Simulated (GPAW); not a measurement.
Crystal: TaCrB4.

```
Ta Cr B
1.0
     3.06880    0.00000    0.00000
    -1.53440    2.65766    0.00000
     0.00000    0.00000    6.20777
Ta Cr B
1 1 4
Direct
  0.00000 0.00000 0.50000
  0.00000 0.00000 0.00000
  0.66667 0.33333 0.23345
  0.66667 0.33333 0.76655
  0.33333 0.66667 0.23345
  0.33333 0.66667 0.76655
```

The cell comes from a database or a generator and needn't be the stable form of this composition.

Base run:

```yaml
Program: GPAW 26.7.0
Functional: r2SCAN
Potentials_or_basis: GPAW PAW data sets (gpaw-data 1.2.1)
Cutoff: 800 eV
Basis: pw
k_mesh: 7 × 7 × 3
Occupations: fermi-dirac, width 0.05 eV
Spin: collinear spin, ferromagnetic start
Starting_moments: "[0.0, 3.0, 0.0, 0.0, 0.0, 0.0] μB"
```

Its results: pressure 1.8 GPa; net moment 2.22 μB per cell; site moments Ta -0.05; Cr +2.24; B -0.01 μB; largest force 0.196 eV/Å.

Problem. The run is repeated on the same cell with these changes: functional from r2SCAN to LDA; potentials or basis from GPAW PAW data sets (gpaw-data 1.2.1) to the program's PAW data sets (release 1.2.1) made for this functional. What comes out?

Solution. Pressure -12.9 GPa; net moment 1.62 μB per cell; site moments Ta -0.02; Cr +1.53; B -0.00 μB; largest force 0.025 eV/Å.

Caveats: a cell with one magnetic atom can't hold antiferromagnetic order, which such compounds often take; the PAW data sets were made with another functional, which shifts forces and pressure a little (some runs).

Not every run made on this cell is shown here.
